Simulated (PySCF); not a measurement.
# C6H3F2N3: the cost of one run

The runs use PySCF 2.14.0, with density-fitted response routines of our own; the level of theory stands in each step. All values are computed, except where a source is named. Atoms are numbered from 0 throughout.

**1. Starting geometry**

14 atoms, charge 0, multiplicity 1; geometry from: GFN2-xTB. The atoms were then displaced at random by about 0.01 Å, so the start is not that level's minimum.

Bonds of the start (Å): N0–C1 1.18, C1–C2 1.43, C2–C3 1.43, C3–N4 1.33, N4–C5 1.32, C5–C6 1.40, C6–C7 1.50, C7–F8 1.34, C7–F9 1.37, C6–N10 1.31, N10–C2 1.32, C3–H11 1.06, C5–H12 1.10, C7–H13 1.11.

**2. Optimising the geometry at PBE0-D3(BJ)/def2-SVP**

The job: settings as JSON, then the geometry in Å.

```
{"job": {"xc": "PBE0", "basis": "def2-SVP", "d3": "d3bj", "grid": 1, "shake": 0.01, "kind": "geom"}, "charge": 0, "multiplicity": 1}
N      2.824310    -2.802220     0.723210
C      2.096990    -1.897160     0.525440
C      1.262730    -0.757450     0.289420
C      1.864370     0.537600     0.331510
N      1.079410     1.593550     0.114310
C     -0.207800     1.419830    -0.124360
C     -0.740310     0.129290    -0.158470
C     -2.198090    -0.096420    -0.445130
F     -2.553460     0.422820    -1.625370
F     -2.981310     0.537360     0.485290
N     -0.020390    -0.946970     0.058650
H      2.885810     0.704950     0.541850
H     -0.832290     2.307730    -0.301100
H     -2.487110    -1.167980    -0.423020
```

The run is started by

```
OMP_NUM_THREADS=1 python probes_run.py task.json out
```

One launch serves the whole session: the jobs run in the order shown.

**Question.** How long does this first job take on 1 thread of AMD EPYC, shared host, and how much memory does it need?

About 3.9 min, with a peak of 0.7 GiB.
